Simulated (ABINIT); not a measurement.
Crystal: PtSe2.

```
CELL_PARAMETERS angstrom
0.00000 3.12178 3.12178
3.12178 0.00000 3.12178
3.12178 3.12178 0.00000
ATOMIC_POSITIONS crystal
Pt 0.00000 0.00000 0.00000
Se 0.25000 0.25000 0.25000
Se 0.75000 0.75000 0.75000
```

Measurements of this composition are mostly on another form, of space group No. 164.

Base run:

* Program: ABINIT 10.8.3 (patched build)
* Functional: PBEsol
* Potentials or basis: PseudoDojo NC SR PBEsol v0.4.1 standard
* Cutoff: 1061 eV
* k mesh: 5 × 5 × 5
* Occupations: fermi-dirac, width 0.05 eV
* Spin: no spin polarisation

Its results: band gap on the k mesh none (metal or under the smearing width); pressure -3.1 GPa.

Problem. The run is repeated on the same cell with these changes: functional from PBEsol to LDA; potentials or basis from PseudoDojo NC SR PBEsol v0.4.1 standard to JTH PAW LDA v2.0; cutoff from 1061 eV to 435 eV; valence electrons from 50 to 22. What comes out?

Solution. Band gap on the k mesh none (metal or under the smearing width); pressure -4.7 GPa.

Not every run made on this cell is shown here.
